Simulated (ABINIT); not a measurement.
A run of ABINIT 10.8.3 (patched build):

run.abi

```
# Pseudopotentials
pp_dirpath "./"
pseudos "Hf.GGA_PBE-JTH.xml, Ge.GGA_PBE-JTH.xml"

# Structure
acell 3*1.0
rprim
     6.0842869528     0.0000000000     0.0000000000
     0.0000000000     6.0842869528     0.0000000000
     0.0000000000     0.0000000000     7.7638031558
ntypat 2
znucl 72 32
natom 2
typat 1 2
xred
     0.5000000000     0.5000000000     0.0000000000
     0.0000000000     0.0000000000     0.0000000000

# Plane-wave basis
ecut 22.0
pawecutdg 44.0
pawxcdev 0
pawovlp 30

# k points
kptopt 4
ngkpt 6 6 5
nshiftk 1
shiftk 0.0 0.0 0.0

# Exchange and correlation
ixc 11

# Bands and occupations
nband 34
occopt 3
tsmear 0.05 eV

# Spin
nspinor 2
nspden 1
pawspnorb 1

# SCF cycle
nstep 100
tolvrs 1.0e-9

# Output
iomode 3
prtwf 0
prteig 0
prtebands 0
enunit 1
prtvol 2
prtden 1
prtvha 1
prtvclmb 1
prtpot 1
```

Potentials or basis: JTH PAW PBE v2.0.

Launch:

```bash
$ abinit run.abi > log 2>&1
```

Hardware: 1 thread of Arm Neoverse V2, with other jobs on the host.

**Question.** How long does it take, and how much memory?

**Answer.** Run time: 120 s on 1 thread of Arm Neoverse V2 (shared host), peak memory 0.17 GiB. Counts: scf iterations 15, mpi ranks 1, k points 32, bands 34, plane waves 1436.
